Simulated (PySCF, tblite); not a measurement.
# C2H3BrCl4Si: geometry, infrared bands and NMR shifts

What infrared bands and NMR shifts should C2H3BrCl4Si (`ClC(Cl)[SiH](Br)C(Cl)Cl`) show?

The runs use tblite 0.8.0 and PySCF 2.14.0, with density-fitted response routines of our own; the level of theory stands in each step. All values are computed, except where a source is named. Atoms are numbered from 0 throughout.

### 1 Starting geometry

11 atoms, charge 0, multiplicity 1; geometry from: force field or distance geometry start.

Bonds of the start (Å): Cl0–C1 1.78, C1–Cl2 1.76, C1–Si3 1.85, Si3–Br4 2.23, Si3–C5 1.85, C5–Cl6 1.79, C5–Cl7 1.78, C1–H8 1.10, Si3–H9 1.48, C5–H10 1.09.

### 2 Relaxing the molecule with GFN2-xTB

The job: settings as JSON, then the geometry in Å.

```
{"job": {"kind": "relax", "xc": "GFN2-xTB", "basis": "xTB"}, "charge": 0, "multiplicity": 1}
Cl    -1.860500    -0.532600     1.575500
C     -1.385300    -0.707900    -0.134200
Cl    -2.765500    -0.429200    -1.186900
Si    -0.007500     0.457200    -0.534500
Br    -0.675400     2.573100    -0.286900
C      1.436200     0.150000     0.574100
Cl     2.829400     1.138700     0.049500
Cl     1.902100    -1.567300     0.515300
H     -1.080600    -1.758500    -0.264000
H      0.380200     0.284400    -1.953900
H      1.232400     0.394900     1.620000
```

On the command line:

```
$ OMP_NUM_THREADS=1 python probes_run.py task.json out
```

One launch serves the whole session: the jobs run in the order shown.

**Question.** This job is followed by: GFN2-xTB harmonic vibrations, gas phase; GIAO PBE0/pcSseg-1 NMR shielding, non-relativistic, gas phase. What will the session give for the following? strongest single infrared mode (GFN2-xTB); zero-point energy (GFN2-xTB); ¹³C shifts against TMS (PBE0/pcSseg-1, means over atoms taken as alike); ¹H shifts against TMS (PBE0/pcSseg-1, means over atoms taken as alike); ³⁵Cl shifts against HCl (PBE0/pcSseg-1, means over atoms taken as alike); ²⁹Si shifts against TMS (PBE0/pcSseg-1); ⁷⁹Br shifts against HBr (PBE0/pcSseg-1); surface potential, 1st and 99th percentile.

**Answer**, as computed:

```
                                                                quantity                 value
                               strongest single infrared mode (GFN2-xTB)  645 cm⁻¹, 188 km/mol
                                            zero-point energy (GFN2-xTB)         28.9 kcal/mol
 ¹³C shifts against TMS (PBE0/pcSseg-1, means over atoms taken as alike)              73.2 ppm
  ¹H shifts against TMS (PBE0/pcSseg-1, means over atoms taken as alike)        5.81, 5.04 ppm
³⁵Cl shifts against HCl (PBE0/pcSseg-1, means over atoms taken as alike)          210, 208 ppm
                                 ²⁹Si shifts against TMS (PBE0/pcSseg-1)               2.6 ppm
                                 ⁷⁹Br shifts against HBr (PBE0/pcSseg-1)              -104 ppm
                                   surface potential, 1st and 99th percentile    -0.42 V and 1.53 V
```

**Reading.** The optimisation took 26 steps and gained 0.139 eV; among the close pairs (by a distance rule), C1–Si3 changed most, from 1.848 to 1.919 Å. All 27 modes are real, so the xTB geometry is a minimum. The strongest single mode, at 645 cm⁻¹, is carried by H9, C1, C5, Si3. Unscaled tight-binding wavenumbers are off by several per cent, some by more. Its intensities can rank the bands wrongly. C1, C5 stand next to heavy halogen, whose spin-orbit shielding this run leaves out, so the computed shift lies too far downfield, most of all for carbon beside Br or I. H8, H10 (mean) (hydrogen on an sp3 CH bonded to 2 Cl and Si) lies farthest downfield among hydrogen, at 5.81 ppm; its carbon carries Cl, which withdraws density. At PBE0/pcSseg-1, counted by nearest atom on the grid, the HOMO lies on Cl2, Cl6 about 18 % each; Cl0, Cl7 about 13 % each, the LUMO on C1 18 %; Cl0, Cl2 about 16 % each. Spin-orbit coupling is left out, which matters for shieldings and couplings at and beside the heavy atoms.
